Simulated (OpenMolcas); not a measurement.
**Hf³⁺ among point charges: CASSCF levels and susceptibility**

How does a field of 2 point charges split the states of Hf³⁺, and what χT follows?

Method: state-averaged CASSCF, spin-orbit coupling by RASSI with atomic mean-field integrals. Code: OpenMolcas 26.06.

1 further run of the same task is left out (it didn't finish).

### Step 1. What is computed

```
Species                           : Hf³⁺ (hafnium, Z = 72, 69 electrons)
Basis                             : ANO-RCC-VTZP [8s7p5d3f2g1h], 104 functions
Scalar Hamiltonian                : DKH2, point nucleus
Inactive shells                   : 1s 2s 2p 3s 3p 3d 4s 4p 4d 4f 5s 5p
Active space                      : 1 electron in 5 orbitals (5d)
Some configurations of this space : 5d
Orbitals                          : optimised for each spin and parity, averaged over all roots
```

Outer shells as boxes (Hund's rule):

5d
```
5d [↑ ][  ][  ][  ][  ]
```

The ion sits among 2 point charges of -2 e arranged as a linear pair (D∞h), 1.73 Å from the ion. The active orbitals were held to one l.

Each step is its own input file, run in one work folder so that later steps find the files of earlier ones. Labels, J, g values, rates, χT and fits are worked out afterwards by a script from the matrices that RASSI stores. The input lists half of the charges; inversion (Group=XYZ) makes the rest.

### Step 2. Basis and integrals

The input, a.inp:

```
&GATEWAY
Coord
1

Hf 0.0 0.0 0.0
Basis=ANO-RCC-VTZP
Group=XYZ
NoMove
AngMom=0.0 0.0 0.0
AMFI
XField
1 Angstrom 0
0.000000 0.000000 1.730000 -2.000000
&SEWARD
```

Started as:

```bash
> OMP_NUM_THREADS=1 MOLCAS_MEM=1689 MOLCAS_PROJECT=a pymolcas a.inp > a.log
```

### Step 3. Reference wave functions, doublets of even parity, 5 roots

The input, a.inp:

```
&RASSCF
FileOrb=start.orb
Symmetry=1
Spin=2
nActEl=1 0 0
Inactive=15 19
Ras2=5 0
CIRoot=5 5 1
SDav=5
CIMx=300
Iter=120 100
PrWF=0.3
OrbListing=Nothing
MaxOrb=0
SupSym
1
25 4 5 6 7 8 10 11 12 13 14 16 17 18 19 20 24 25 26 27 28 29 30 31 32
33
0
>>> COPY $Project.JobIph JOB001
```

start.orb holds the contracted functions of the basis, ordered by shell, or the orbitals of the step before.

### Step 4. RASSI: spin-orbit coupling between the states

The input, a.inp:

```
&RASSI
NrOfJobIphs=1 5
1 2 3 4 5
IphNames
JOB001
EJob
SpinOrbit
DIPRint=1.0
SOCoupling=1000.0
Subsets=2
Property=9
'ANGMOM' 1 'ANGMOM' 2 'ANGMOM' 3 'MLTPL  1' 1 'MLTPL  1' 2 'MLTPL  1' 3
'AMFI' 1 'AMFI' 2 'AMFI' 3
SOProperty=3
'ANGMOM' 1 'ANGMOM' 2 'ANGMOM' 3
```

Q: Predict the outcome of this session. Wanted: spin-free ground state; first state of the same spin within the active space; lowest level; next level.

**Answer**, as computed:

```
                                            quantity                               value
                                              method                              CASSCF
                              spin-free ground state  2Delta, 2-fold in its orbital part
first state of the same spin within the active space                   2Pi at 31000 cm⁻¹
                                        lowest level        2-fold, g = 0.00, 0.00, 2.00
                                          next level                         3026.3 cm⁻¹
                                         χT at 300 K                      0.16 cm³ K/mol
                           effective moment at 300 K                             1.13 μB
```

The spin-free ground state (2Delta) comes to 100 % from free-ion D terms and keeps the highest spin of the shell. χT at 300 K is 0.16, against 0.38 cm³ K/mol for the spin alone, so orbital moment lowers it. The field of point charges can differ much from that of real complexes. This is an electrostatic model: the charges have no orbitals.
